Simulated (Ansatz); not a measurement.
Something may be wrong with this Ansatz 0.2.0 calculation of Cu2BrCl.

File input.yaml:

```yaml
crystal:
  lattice:
    - [1.8555099526, 1.0712791706, 6.0475086568]
    - [-1.8555099526, 1.0712791706, 6.0475086568]
    - [0.0, -2.1425583412, 6.0475086568]
  atoms:
    - { symbol: Br, position: [0.0, 0.0, 0.0] }
    - { symbol: Cu, position: [0.751603, 0.751603, 0.751603] }
    - { symbol: Cu, position: [0.248397, 0.248397, 0.248397] }
    - { symbol: Cl, position: [0.5, 0.5, 0.5] }
hamiltonian:
  xc: pbe
  pseudopotentials: { kind: paw }
kpoints:
  mp_grid: { grid: [8, 8, 8] }
scf:
  occupations: { method: fermi_dirac, width: 0.05 }
  max_iter: 50
output:
  forces: true
  stress: true
  eigenvalues: true
accuracy: [1, 2]
```

Potentials or basis: Ansatz PAW.

Run with:

```console
$ ansatz run input.yaml --threads 2 --pin off --max-ram 5632MiB --backend cpu --events-out ev --progress --plain --runs-dir out
```

Output:

```text
Error: YAML parse error: error: line 23 column 11: expected string scalar
  --> <input>:23:11
   |
21 |   stress: true
22 |   eigenvalues: true
23 | accuracy: [1, 2]
   |           ^ expected string scalar
```

Q: Diagnose the run.

A: The input was rejected before any iteration. The input holds a flaw that was put in on purpose: a value of the wrong type (accuracy = [1, 2]).
